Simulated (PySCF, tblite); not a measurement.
**C₅H₁₃ClSeSi: geometry, infrared bands and NMR shifts**

Wanted: the infrared bands and NMR shifts of C₅H₁₃ClSeSi (`CC[Se]C[C@H](C)[SiH2]Cl`), by calculation.

Programs: tblite 0.8.0 and PySCF 2.14.0, with density-fitted response routines of our own. Each step states its level of theory. These are calculated values for one molecule in the gas phase, unless marked as measured. Atoms count from 0, in the outputs and in this text.

### 1 The molecule as given

21 atoms, charge 0, multiplicity 1; geometry from: force field or distance geometry start.

Bonds of the start (Å): C0–C1 1.50, C1–Se2 1.93, Se2–C3 1.96, C3–C4 1.52, C4–C5 1.53, C4–Si6 1.88, Si6–Cl7 2.10, C0–H8 1.11, C0–H9 1.09, C0–H10 1.12, C1–H11 1.11, C1–H12 1.11, C3–H13 1.11, C3–H14 1.09, C4–H15 1.11, C5–H16 1.11, C5–H17 1.11, C5–H18 1.10, Si6–H19 1.46, Si6–H20 1.47.

### 2 Geometry optimisation with GFN2-xTB

Job settings and geometry (Å):

```
{"job": {"kind": "relax", "xc": "GFN2-xTB", "basis": "xTB"}, "charge": 0, "multiplicity": 1}
C      2.970600     0.140700    -0.193200
C      2.639600    -1.138100     0.524000
Se     0.930300    -1.081100     1.425200
C     -0.130200     0.319800     0.567900
C     -1.620700     0.056400     0.644600
C     -2.015400    -1.242000    -0.056100
Si    -2.424300     1.506600    -0.233600
Cl    -1.132500     3.160200    -0.157500
H      2.268900     0.966400     0.068000
H      3.999100     0.426600     0.048700
H      2.897700     0.012300    -1.298900
H      2.615000    -1.997900    -0.174500
H      3.447500    -1.306700     1.266900
H      0.037100     1.251500     1.147500
H      0.179400     0.422100    -0.471200
H     -2.012800     0.015100     1.687000
H     -3.123900    -1.234600    -0.066200
H     -1.648200    -1.234400    -1.101700
H     -1.605600    -2.085900     0.519500
H     -3.681600     1.889900     0.394200
H     -2.599100     1.170100    -1.659000
```

Command:

```bash
$ OMP_NUM_THREADS=1 python probes_run.py task.json out
```

The driver reads the jobs from task.json and runs them one after another.

What it wrote:

```text
step      E/eV     max force
  0    -729.39820    1.498
  1    -729.54555    0.918
  2    -729.64233    0.567
  3    -729.67924    0.387
  4    -729.70846    0.373
  5    -729.72710    0.305
  6    -729.74167    0.332
  7    -729.75309    0.254
  8    -729.76180    0.228
  9    -729.76783    0.181
 10    -729.77289    0.187
 11    -729.77766    0.171
 12    -729.78206    0.209
 13    -729.78565    0.142
 14    -729.78862    0.120
 15    -729.79162    0.114
 16    -729.79482    0.159
 17    -729.79764    0.132
 18    -729.79992    0.101
 19    -729.80231    0.117
 20    -729.80588    0.171
 21    -729.81129    0.233
 22    -729.81810    0.221
 23    -729.82547    0.227
 24    -729.83429    0.255
 25    -729.84447    0.247
 26    -729.85677    0.273
 27    -729.87012    0.259
 28    -729.88259    0.297
 29    -729.88682    0.465
 30    -729.89696    0.400
 31    -729.90709    0.165
 32    -729.91477    0.133
 33    -729.92810    0.183
 34    -729.93257    0.151
 35    -729.93879    0.134
 36    -729.94302    0.119
 37    -729.94618    0.164
 38    -729.94869    0.222
 39    -729.95223    0.128
 40    -729.95648    0.128
 41    -729.95945    0.140
 42    -729.96346    0.134
 43    -729.96761    0.121
 44    -729.97154    0.109
 45    -729.97473    0.134
 46    -729.97785    0.134
 47    -729.98069    0.224
 48    -729.98420    0.117
 49    -729.98741    0.105
 50    -729.99050    0.106
 51    -729.99187    0.095
 52    -729.99439    0.073
 53    -729.99565    0.064
 54    -729.99656    0.072
 55    -729.99727    0.086
 56    -729.99814    0.079
 57    -729.99914    0.083
 58    -730.00017    0.082
 59    -730.00111    0.083
 60    -730.00208    0.099
 61    -730.00331    0.096
 62    -730.00473    0.091
 63    -730.00587    0.065
 64    -730.00655    0.054
 65    -730.00703    0.056
 66    -730.00758    0.064
 67    -730.00873    0.070
 68    -730.00970    0.062
 69    -730.01056    0.058
 70    -730.01128    0.060
 71    -730.01222    0.081
 72    -730.01361    0.090
 73    -730.01529    0.078
 74    -730.01671    0.069
 75    -730.01762    0.074
 76    -730.01827    0.061
 77    -730.01892    0.073
 78    -730.01974    0.067
 79    -730.02105    0.051
 80    -730.02165    0.058
 81    -730.02248    0.063
 82    -730.02342    0.069
 83    -730.02470    0.087
 84    -730.02585    0.077
 85    -730.02662    0.048
 86    -730.02711    0.065
 87    -730.02753    0.071
 88    -730.02804    0.059
 89    -730.02892    0.042
 90    -730.02928    0.044
 91    -730.02970    0.038
 92    -730.03012    0.040
 93    -730.03065    0.040
 94    -730.03104    0.037
 95    -730.03134    0.034
 96    -730.03172    0.039
 97    -730.03233    0.044
 98    -730.03309    0.051
 99    -730.03376    0.053
100    -730.03421    0.051
101    -730.03462    0.049
102    -730.03505    0.041
103    -730.03543    0.034
104    -730.03569    0.034
105    -730.03585    0.027
106    -730.03597    0.024
107    -730.03612    0.024
108    -730.03630    0.034
109    -730.03650    0.033
110    -730.03671    0.033
111    -730.03690    0.032
112    -730.03708    0.034
113    -730.03726    0.027
114    -730.03742    0.027
115    -730.03757    0.027
116    -730.03768    0.026
117    -730.03781    0.025
118    -730.03797    0.027
119    -730.03815    0.031
120    -730.03832    0.033
121    -730.03845    0.024
122    -730.03856    0.026
123    -730.03869    0.025
124    -730.03882    0.026
125    -730.03894    0.023
126    -730.03904    0.019
127    -730.03913    0.022
128    -730.03923    0.024
129    -730.03934    0.022
130    -730.03942    0.021
131    -730.03948    0.018
132    -730.03953    0.023
133    -730.03960    0.028
134    -730.03968    0.022
135    -730.03974    0.017
136    -730.03979    0.018
137    -730.03985    0.023
138    -730.03993    0.026
139    -730.04001    0.021
140    -730.04011    0.025
141    -730.04022    0.026
142    -730.04035    0.028
143    -730.04046    0.021
144    -730.04057    0.026
145    -730.04066    0.026
146    -730.04078    0.033
147    -730.04091    0.025
148    -730.04100    0.017
149    -730.04107    0.015
150    -730.04114    0.021
151    -730.04122    0.021
152    -730.04130    0.019
153    -730.04137    0.017
154    -730.04145    0.019
155    -730.04152    0.019
156    -730.04160    0.019
157    -730.04168    0.019
158    -730.04176    0.019
159    -730.04184    0.018
160    -730.04190    0.015
161    -730.04195    0.014
162    -730.04199    0.017
163    -730.04204    0.017
164    -730.04209    0.016
165    -730.04214    0.018
166    -730.04223    0.022
167    -730.04233    0.036
168    -730.04247    0.046
169    -730.04262    0.043
170    -730.04282    0.041
171    -730.04305    0.041
172    -730.04333    0.038
173    -730.04357    0.037
174    -730.04383    0.047
175    -730.04406    0.047
176    -730.04433    0.047
177    -730.04454    0.047
178    -730.04472    0.047
179    -730.04487    0.042
180    -730.04503    0.035
181    -730.04528    0.037
182    -730.04553    0.070
183    -730.04541    0.078
184    -730.04598    0.064
185    -730.04625    0.064
186    -730.04710    0.066
187    -730.04748    0.054
188    -730.04828    0.091
189    -730.04761    0.148
190    -730.04917    0.051
191    -730.04976    0.057
192    -730.05148    0.097
193    -730.05246    0.067
194    -730.05323    0.063
195    -730.05379    0.065
196    -730.05461    0.069
197    -730.05537    0.068
198    -730.05599    0.073
199    -730.05633    0.071
200    -730.05681    0.048
201    -730.05716    0.033
202    -730.05748    0.045
203    -730.05769    0.039
204    -730.05788    0.021
205    -730.05804    0.022
206    -730.05816    0.025
207    -730.05831    0.030
208    -730.05847    0.028
209    -730.05862    0.025
210    -730.05874    0.022
211    -730.05886    0.020
212    -730.05898    0.028
213    -730.05908    0.016
214    -730.05914    0.016
215    -730.05919    0.020
216    -730.05926    0.020
217    -730.05935    0.021
218    -730.05943    0.020
219    -730.05949    0.015
220    -730.05955    0.015
221    -730.05960    0.015
222    -730.05964    0.014
223    -730.05968    0.013
224    -730.05971    0.010
225    -730.05973    0.009
```

Wall time 2.5 s (1 thread of Arm Neoverse V1, shared host).

Along the way: (not every step is listed)

| step | energy from step 0 (eV) | largest force (eV/Å) |
| --- | --- | --- |
| 0 | 0.0000 | 1.4983 |
| 1 | -0.1474 | 0.9176 |
| 2 | -0.2441 | 0.5670 |
| 3 | -0.2810 | 0.3872 |
| 4 | -0.3103 | 0.3730 |
| 5 | -0.3289 | 0.3052 |
| 6 | -0.3435 | 0.3322 |
| 7 | -0.3549 | 0.2541 |
| 8 | -0.3636 | 0.2279 |
| 29 | -0.4886 | 0.4650 |
| 50 | -0.5923 | 0.1056 |
| 71 | -0.6140 | 0.0813 |
| 92 | -0.6319 | 0.0403 |
| 113 | -0.6391 | 0.0272 |
| 134 | -0.6415 | 0.0220 |
| 155 | -0.6433 | 0.0193 |
| 176 | -0.6461 | 0.0465 |
| 197 | -0.6572 | 0.0685 |
| 218 | -0.6612 | 0.0197 |
| 220 | -0.6613 | 0.0149 |
| 221 | -0.6614 | 0.0147 |
| 222 | -0.6614 | 0.0136 |
| 223 | -0.6615 | 0.0129 |
| 224 | -0.6615 | 0.0105 |
| 225 | -0.6615 | 0.0093 |

Distances of close pairs at the start and the end, largest changes first:

```
   bond  before (Å)  after (Å)  change (Å)
Si6–Cl7       2.100      2.017      -0.083
 C1–Se2       1.933      1.972      +0.038
 C4–Si6       1.876      1.914      +0.038
 Se2–C3       1.955      1.990      +0.034
 C0–H10       1.116      1.088      -0.027
  C0–H8       1.115      1.088      -0.027
 C5–H16       1.109      1.087      -0.021
 C5–H17       1.108      1.088      -0.020
```

The next job starts from the end point, and lists it.

### 3 Vibrational analysis with GFN2-xTB

Job settings and geometry (Å):

```
{"job": {"kind": "ir", "xc": "GFN2-xTB", "basis": "xTB"}, "charge": 0, "multiplicity": 1}
C      3.279642     0.363981     0.704784
C      2.694375    -0.866902     0.043704
Se     0.960413    -1.406922     0.810902
C     -0.164653    -0.117123    -0.203401
C     -1.520179     0.114905     0.438414
C     -2.310756    -1.187438     0.522964
Si    -2.503674     1.452470    -0.513738
Cl    -1.357077     3.099088    -0.716849
H      3.450926     0.181818     1.763487
H      4.229567     0.619898     0.237977
H      2.611273     1.217374     0.607644
H      2.521526    -0.711432    -1.022646
H      3.348897    -1.729486     0.174022
H      0.415432     0.806176    -0.242633
H     -0.267597    -0.521390    -1.213102
H     -1.346783     0.467027     1.462807
H     -3.274811    -1.029445     1.000144
H     -2.479939    -1.600877    -0.469070
H     -1.752043    -1.923132     1.106278
H     -3.699288     1.811584     0.242990
H     -2.844171     0.976772    -1.853064
```

What it wrote:

```text
mode    cm-1     km/mol
  1      19.0      2.41
  2      40.3      0.88
  3      49.8      0.87
  4      83.2      2.16
  5     104.3      1.29
  6     119.1      0.14
  7     179.4      0.31
  8     218.2      1.82
  9     230.2      0.59
 10     241.0      1.24
 11     270.5      0.38
 12     286.5      0.35
 13     376.8      2.67
 14     489.2     58.15
 15     514.0     54.01
 16     538.6      8.67
 17     572.7      6.68
 18     600.8     16.94
 19     695.0    287.60
 20     722.9    201.55
 21     754.7     12.30
 22     774.4    221.72
 23     819.0      4.31
 24     944.8     23.28
 25     993.7      1.42
 26    1003.1      7.22
 27    1007.7     21.64
 28    1053.8      3.43
 29    1070.7      2.01
 30    1123.6      4.24
 31    1164.9      6.89
 32    1205.1     10.57
 33    1224.3     14.79
 34    1233.4     35.94
 35    1253.1     44.13
 36    1306.7      3.83
 37    1406.4      4.39
 38    1415.5      6.46
 39    1432.4      3.67
 40    1439.5      0.97
 41    1491.5      3.00
 42    1493.6      1.55
 43    1494.9      5.18
 44    1496.0      2.32
 45    2265.2    275.96
 46    2288.9    152.22
 47    2908.9     24.80
 48    2942.1     24.33
 49    2958.6     21.30
 50    2962.4     21.19
 51    2973.1     37.22
 52    2978.4     32.84
 53    3015.1     46.27
 54    3026.9     26.25
 55    3027.8     31.31
 56    3036.2     21.93
 57    3036.9     15.95
```

Wall time 1.2 s (1 thread of Arm Neoverse V1, shared host).

Which atoms move in the most intense modes:

| cm⁻¹ | km/mol | atoms |
| --- | --- | --- |
| 489 | 58.1 | H19 30 %, H20 24 %, Si6 19 % |
| 514 | 54.0 | Si6 49 %, Cl7 36 % |
| 695 | 287.6 | H20 47 %, H19 28 %, C4 12 % |
| 723 | 201.6 | C4 25 %, Si6 22 %, H19 13 % |
| 774 | 221.7 | H19 46 %, H20 45 % |
| 2265 | 276.0 | H20 77 %, H19 19 % |
| 2289 | 152.2 | H19 78 %, H20 20 % |
| 3015 | 46.3 | H9 86 % |

### 4 Nuclear shieldings: PBE0/pcSseg-1

Settings changed since step 3:

```diff
@@ -1,2 +1,2 @@
-{"job": {"kind": "ir", "xc": "GFN2-xTB", "basis": "xTB"}, "charge": 0, "multiplicity": 1}
+{"job": {"kind": "nmr", "xc": "PBE0", "basis": "pcSseg-1"}, "charge": 0, "multiplicity": 1}
 C      3.279642     0.363981     0.704784
```

Method: GIAO PBE0/pcSseg-1 NMR shielding, non-relativistic, gas phase.

What it wrote:

```text
coarse grid: 78096 points
cycle   1  E = -3348.4816184345  dE = -4.729e-01  |g| = 7.651e-01  |ddm| = 4.101e+00
cycle   2  E = -3348.4798722986  dE =  1.746e-03  |g| = 5.760e-01  |ddm| = 8.425e-01
cycle   3  E = -3348.5331975763  dE = -5.333e-02  |g| = 1.380e-01  |ddm| = 5.488e-01
cycle   4  E = -3348.5376051076  dE = -4.408e-03  |g| = 3.760e-02  |ddm| = 1.668e-01
cycle   5  E = -3348.5379780646  dE = -3.730e-04  |g| = 1.029e-02  |ddm| = 5.011e-02
cycle   6  E = -3348.5380023143  dE = -2.425e-05  |g| = 1.842e-03  |ddm| = 1.059e-02
cycle   7  E = -3348.5380029420  dE = -6.277e-07  |g| = 8.482e-04  |ddm| = 2.249e-03
final grid: 162624 points
cycle   8  E = -3348.5379825062  dE =  1.290e-07  |g| = 1.231e-03  |ddm| = 2.793e-03
cycle   9  E = -3348.5379819704  dE =  5.358e-07  |g| = 1.871e-03  |ddm| = 2.793e-03
cycle  10  E = -3348.5379829028  dE = -9.324e-07  |g| = 9.956e-05  |ddm| = 1.718e-03
cycle  11  E = -3348.5379829055  dE = -2.652e-09  |g| = 1.016e-05  |ddm| = 1.205e-04
cycle  12  E = -3348.5379829055  dE = -1.273e-11  |g| = 5.395e-06  |ddm| = 1.819e-05
converged SCF energy = -3348.5379829055

GIAO shielding tensors (ppm)
atom      isotropic    diamagn.    paramagn.     s11        s22        s33       span
  0 C      167.892     246.879     -78.987    146.467    170.182    187.028     40.561
  1 C      156.599     249.300     -92.700    144.094    151.898    173.806     29.713
  2 Se    1512.229    3000.484   -1488.255   1124.598   1450.439   1961.650    837.052
  3 C      147.932     252.551    -104.619    109.645    163.114    171.037     61.393
  4 C      159.684     251.414     -91.730    154.816    155.876    168.360     13.545
  5 C      170.598     246.964     -76.366    158.825    166.496    186.473     27.648
  6 Si     361.053     878.540    -517.487    314.302    358.350    410.507     96.205
  7 Cl    1014.555    1149.109    -134.554    964.674   1020.278   1058.714     94.040
  8 H       30.353      29.410       0.942     26.047     28.446     36.566     10.519
  9 H       30.245      27.116       3.130     24.936     26.788     39.012     14.076
 10 H       30.159      31.284      -1.125     24.538     31.318     34.620     10.082
 11 H       29.298      32.261      -2.963     23.270     28.471     36.153     12.883
 12 H       29.232      30.483      -1.250     22.088     27.826     37.783     15.696
 13 H       28.745      35.068      -6.323     19.782     30.836     35.617     15.835
 14 H       28.955      34.378      -5.423     22.670     29.693     34.502     11.832
 15 H       30.210      32.880      -2.670     27.297     28.975     34.359      7.062
 16 H       30.732      28.669       2.063     25.583     28.067     38.546     12.964
 17 H       31.101      30.256       0.845     27.828     28.115     37.361      9.533
 18 H       30.150      30.412      -0.262     23.108     32.138     35.203     12.095
 19 H       26.685      27.768      -1.084     22.074     25.548     32.431     10.357
 20 H       26.985      28.491      -1.506     22.828     25.994     32.134      9.306
```

Wall time 60 s (1 thread of Arm Neoverse V1, shared host); peak memory 1.1 GiB.

Shifts follow as δ = σ(reference) − σ, with reference shieldings (ppm) from runs at the same level and on the same kind of geometry: ¹H TMS 31.72, ¹³C TMS 186.9, ²⁹Si TMS 349.2, ⁷⁷Se Me2Se 1758, ³⁵Cl HCl 950. The references are single molecules in the gas phase. Atoms listed in one row are averaged.

```
        atoms                            environment  σ (ppm)  δ (ppm)
           C3                   sp3 CH2 bonded to Se    147.9     39.0
           C1                   sp3 CH2 bonded to Se    156.6     30.3
           C4                    sp3 CH bonded to Si    159.7     27.2
           C0                          methyl carbon    167.9     19.0
           C5                          methyl carbon    170.6     16.3
          H19  hydrogen on a silicon bonded to C, Cl    26.68     5.03
          H20  hydrogen on a silicon bonded to C, Cl    26.99     4.73
          H13    hydrogen on an sp3 CH2 bonded to Se    28.75     2.97
          H14    hydrogen on an sp3 CH2 bonded to Se    28.96     2.76
          H12    hydrogen on an sp3 CH2 bonded to Se    29.23     2.48
          H11    hydrogen on an sp3 CH2 bonded to Se    29.30     2.42
          H15     hydrogen on an sp3 CH bonded to Si    30.21     1.51
  H8, H9, H10            hydrogen on a methyl carbon    30.25     1.46
H16, H17, H18            hydrogen on a methyl carbon    30.66     1.06
          Se2                 selenium bonded to 2 C     1512      246
          Si6           silicon bonded to C, Cl, 2 H    361.1    -11.9
          Cl7                  chlorine bonded to Si     1015      -65
```

The run also stored atomic charges by several schemes (e):

| atoms | Mulliken | IAO | Hirshfeld | ESP fit |
| --- | --- | --- | --- | --- |
| C0 | -0.25 | -0.42 | -0.13 | -0.09 |
| C1 | -0.33 | -0.35 | -0.08 | -0.01 |
| Se2 | -0.12 | 0.08 | 0.03 | -0.18 |
| C3 | -0.26 | -0.35 | -0.09 | -0.84 |
| C4 | -0.57 | -0.37 | -0.11 | 0.25 |
| C5 | -0.24 | -0.41 | -0.12 | -0.48 |
| Si6 | 0.71 | 0.79 | 0.35 | 0.21 |
| Cl7 | -0.33 | -0.31 | -0.12 | -0.18 |

Mayer bond orders: C0–C1 1.02, C1–Se2 1.03, Se2–C3 0.98, C3–C4 1.02, C4–C5 1.03, C4–Si6 0.88, Si6–Cl7 0.97.

### 5 Outcome

| quantity | value |
| --- | --- |
| strongest single infrared mode (GFN2-xTB) | 695 cm⁻¹, 288 km/mol |
| zero-point energy (GFN2-xTB) | 103.5 kcal/mol |
| ¹³C shifts against TMS (PBE0/pcSseg-1) | 39.0, 30.3, 27.2, 19.0, 16.3 ppm |
| ¹H shifts against TMS (PBE0/pcSseg-1, means over atoms taken as alike) | 5.03, 4.73, 2.97, 2.76, 2.48, 2.42, 1.51, 1.46, 1.06 ppm |
| ⁷⁷Se shifts against Me2Se (PBE0/pcSseg-1) | 246 ppm |
| ²⁹Si shifts against TMS (PBE0/pcSseg-1) | -11.9 ppm |
| ³⁵Cl shifts against HCl (PBE0/pcSseg-1) | -65 ppm |

Relaxing lowered the energy by 0.662 eV in 225 steps; the close pair that moved most is Si6–Cl7, from 2.100 to 2.017 Å. All 57 modes are real, so the xTB geometry is a minimum. The strongest single mode, at 695 cm⁻¹, moves mainly H20 and H19. GFN2-xTB is a fitted tight-binding method: band positions and strengths are rough. Its intensities can rank the bands wrongly. At PBE0/pcSseg-1: The widest tensor belongs to Se2: span 837 ppm, with a paramagnetic part of -1488 ppm. Spin-orbit coupling is left out, which matters for shieldings and couplings at and beside the heavy atoms.
